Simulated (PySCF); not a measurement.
# C8H8O (4-vinylphenol): the cost of one run

Programs: PySCF 2.14.0, with routines of our own; each step states its level. All values are computed. Atoms count from 0.

## (1) The system as given

17 atoms, charge 0, multiplicity 1; geometry from: GFN2-xTB.

## (2) Relaxing the molecule at PBE0-D3(BJ)/def2-SVP

Job settings and geometry (Å):

```
{"job": {"xc": "PBE0", "basis": "def2-SVP", "d3": "d3bj", "grid": 2, "kind": "geom"}, "charge": 0, "multiplicity": 1}
C      2.979462    -0.796641    -0.004527
C      2.045780    -0.014933    -0.534738
C      0.648472     0.078288    -0.133502
C     -0.189916     0.976004    -0.800162
C     -1.519462     1.107267    -0.463533
C     -2.055135     0.333511     0.561739
O     -3.370855     0.488155     0.869673
C     -1.235431    -0.565357     1.235404
C      0.095273    -0.689233     0.891451
H      3.989581    -0.791763    -0.376760
H      2.784436    -1.469175     0.813136
H      2.318818     0.638234    -1.355336
H      0.213877     1.583585    -1.597474
H     -2.163909     1.801286    -0.979368
H     -3.610504    -0.103593     1.593031
H     -1.646489    -1.168833     2.034929
H      0.709005    -1.394773     1.429406
```

Run with:

```sh
OMP_NUM_THREADS=1 python excited_run.py task.json out
```

The driver reads the jobs from task.json and runs them one after another.

**Question.** How long does this first job take on 1 thread of Intel Xeon Platinum 8488C, shared host, and how much memory does it need?

About 66 s, with a peak of 0.78 GiB.
